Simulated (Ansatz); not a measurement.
ZrB, space group Fm-3m, a scan of one input key

Program: Ansatz's Python interface.

The cells in order, each with its output:

In [1]:
```python
import warnings

import ansatz as az
from pymatgen.core import Lattice, Structure
from pymatgen.io.ase import AseAtomsAdaptor
```

In [2]:
```python
KGRID = (12, 12, 12)
XC = "PBE"
```

In [3]:
```python
warnings.simplefilter("ignore", az.DeckWarning)
```

In [4]:
```python
pmg_structure = Structure(
    Lattice([[0.0, 2.456321, 2.456321], [2.456321, 0.0, 2.456321], [2.456321, 2.456321, 0.0]]),
    ["Zr", "B"],
    [
        [0.5, 0.5, 0.5],
        [0.0, 0.0, 0.0],
    ],
)
system = az.Crystal.from_ase(AseAtomsAdaptor.get_atoms(pmg_structure))
```

In [5]:
```python
setup = (
    system.calculation()
    .kpoints(*KGRID)
    .occupations(az.OccupationsMethod.GAUSSIAN)
    .functional(XC)
    .band_table()
)
typed = setup.input()
rows = []
for value in [2, 6, 12]:
    edited = typed.set(az.key.scf.n_extra_bands, value)
    r = az.Session.from_dict(edited).plan().execute().report
    rows.append((value, r["free_energy_ev"], r["n_iterations"], len(r["eigenvalues_ev"][0]) if "eigenvalues_ev" in r else 0))
for row in rows:
    print("; ".join(f"{name} = {round(v, 4) if isinstance(v, float) else v}" for name, v in zip(["extra bands", "F eV", "iterations", "bands listed"], row)))
```
```text
extra bands = 2; F eV = -4340.5398; iterations = 6; bands listed = 10
extra bands = 6; F eV = -4340.5398; iterations = 6; bands listed = 14
extra bands = 12; F eV = -4340.5398; iterations = 6; bands listed = 20
```

Reading the output:
- Total energies depend on the potentials; only differences at equal settings carry meaning. A total without «per atom» is that of the whole cell that was run.
- This cell is a computed structure, which may not be the phase found in nature.
- The whole script took 4.3 s on 1 thread of Arm Neoverse V2, on a shared host, peak memory 0.42 GiB.
